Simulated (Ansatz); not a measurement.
# Al (Aluminum): the cost of one run

All numbers are computed with Ansatz 0.2.0 through its Python package. Level of theory: DFT PBE, plane waves, PAW.

## 1. The system

The structure is cubic, space group Fm-3m (No. 225). The conventional cell has a = 4.050 Å, b = 4.050 Å, c = 4.050 Å, α = 90.00°, β = 90.00°, γ = 90.00°. Around Al (site symmetry m-3m) lie 12 Al at 2.86 Å.

No structure file is read: the coordinates are typed or built in the script.

## 2. Script

defect_al.py reads:

```python
"""Point defect (substitution) in Al."""

import warnings

import ansatz as az
import numpy as np

warnings.simplefilter("ignore", az.DeckWarning)

structure = (
    az.Lattice.of((0.0, 2.02481, 2.02481), (2.02481, 0.0, 2.02481), (2.02481, 2.02481, 0.0))
    .atom("Al", (0.0, 0.0, 0.0))
)
host = structure.supercell(3, 2, 2)
defective = host.substitution("Ga", at=(0.0, 0.0, 0.0), replaces="Al")

def with_settings(structure):
    return (
        structure.calculation()
        .basis(450)
        .scf(tolerance=1e-09)
        .functional("pbe")
        .pseudopotentials("paw")
        .kpoints(2, 3, 3)
        .occupations("fermi_dirac", width=0.1)
        .band_table()
    )


perfect = with_settings(host).run().report
calculation = with_settings(defective).forces()
result = calculation.run()
report = result.report

n_host, n_defect = len(perfect["lattice"]["sites"]), len(report["lattice"]["sites"])
print(f"perfect cell: {n_host} atoms, F = {perfect['free_energy_ev']:.4f} eV")
print(f"defect cell:  {n_defect} atoms, F = {report['free_energy_ev']:.4f} eV")
# chemical potentials are still to be added to this difference
print(f"difference {report['free_energy_ev'] - perfect['free_energy_ev']:.4f} eV (no chemical potentials)")

for site in result.lattice.sites:
    print(f"{site.symbol:2s}", " ".join(f"{v:8.4f}" for v in site.position_ang))

pull = np.linalg.norm(report["forces_ev_ang"], axis=1)
for atom in np.argsort(-pull)[:5]:
    print(f"force on {result.lattice.sites[atom].symbol}{atom}: {pull[atom]:.3f} eV/A")
```

## 3. The input behind the calls

The engine receives this input (first run):

```yaml
crystal:
  lattice:
    - [0.0, 2.02481, 2.02481]
    - [2.02481, 0.0, 2.02481]
    - [2.02481, 2.02481, 0.0]
  atoms:
    - { symbol: Al, position: [0.0, 0.0, 0.0] }
  supercell: [3, 2, 2]
basis:
  ecutwfc: 450.0
kpoints:
  mp_grid:
    grid: [2, 3, 3]
hamiltonian:
  xc: pbe
  pseudopotentials:
    kind: paw
scf:
  convergence:
    dr2_threshold: 1.0e-09
  occupations:
    method: fermi_dirac
    width: 0.1
output:
  eigenvalues: true
```

## 4. The run

On the command line:

```console
python defect_al.py
```

Q: Estimate wall time and peak memory on 1 thread of Arm Neoverse V2, shared host.

About 7.4 s, with a peak of 0.5 GiB.
